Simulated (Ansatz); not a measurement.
# SiRh3 under changes of volume

One of the cells (13.719 Å³/atom); the others are scaled copies at fixed shape and fractional positions:

```
Rh Si
1.0
    -1.93357    1.93357    3.66934
     1.93357   -1.93357    3.66934
     1.93357    1.93357   -3.66934
Rh Si
3 1
Cartesian
  0.0000 0.0000 3.6693
  1.9336 0.0000 1.8347
  0.0000 1.9336 1.8347
  0.0000 0.0000 0.0000
```

The cell comes from a database or a generator and needn't be the stable form of this composition.

```yaml
Program: Ansatz 0.2.0
Functional: PBE
Potentials_or_basis: Ansatz PAW
Cutoff: "420 eV (not typed: the program's choice for these potentials)"
k_mesh: 10 × 10 × 10
Occupations: fermi-dirac, width 0.05 eV
Spin: no spin polarisation
```

| volume (Å³/atom) | energy over the lowest point (meV/atom) | pressure (GPa) |
| --- | --- | --- |
| 12.895 | 28.87 | 14.5 |
| 13.170 | ? | ? |
| 13.444 | 0.33 | 2.8 |
| 13.719 | 0.00 | -2.1 |
| 13.993 | 7.58 | -6.5 |
| 14.267 | 22.15 | -10.3 |
| 14.542 | 42.90 | -13.7 |

Task: What does the run at 13.170 Å³/atom give?

Result: Energy over the lowest point 9.57 meV/atom; pressure 8.3 GPa.

Worked out: A Birch-Murnaghan fit of order 3 (a polynomial in V^(-2/3)) to the other rows has its minimum at 13.59 Å³/atom with B0 = V·E''(V) = 241 GPa and B' = 5.1 at fixed shape and positions, which overstates the stiffness. It gives 9.53 meV/atom at 13.170 Å³/atom, against the run's 9.57, and -dE/dV = 8.2 GPa, against 8.3.

Energies are extrapolated to zero smearing.
